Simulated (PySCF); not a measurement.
# Cl2O2W (WO2Cl2): the cost of one run

Computed with PySCF 2.14.0 and routines of our own; the level stands in each step. Atoms count from 0.

### 1 The starting structure

5 atoms, charge 0, multiplicity 1; geometry from: GFN2-xTB.

### 2 Relaxing the molecule at PBE0-D3(BJ)/def2-SVP

The job: settings as JSON, then the geometry in Å.

```
{"job": {"xc": "PBE0", "basis": "def2-SVP", "d3": "d3bj", "grid": 1, "maxiter": 30, "shake": 0.03, "kind": "geom"}, "charge": 0, "multiplicity": 1}
W      0.186680    -0.077740     0.100910
O      0.045730    -0.029260     1.756330
O      1.615780     0.001290    -0.573170
Cl    -0.835160     1.757320    -0.648230
Cl    -0.938190    -1.762100    -0.697960
```

Command:

```console
> OMP_NUM_THREADS=1 python heavy_run.py task.json out
```

One launch serves the whole session: the jobs run in the order shown.

**Question.** How long does this first job take on 1 thread of Arm Neoverse V2, shared host, and how much memory does it need?

About 61 s, with a peak of 0.38 GiB.
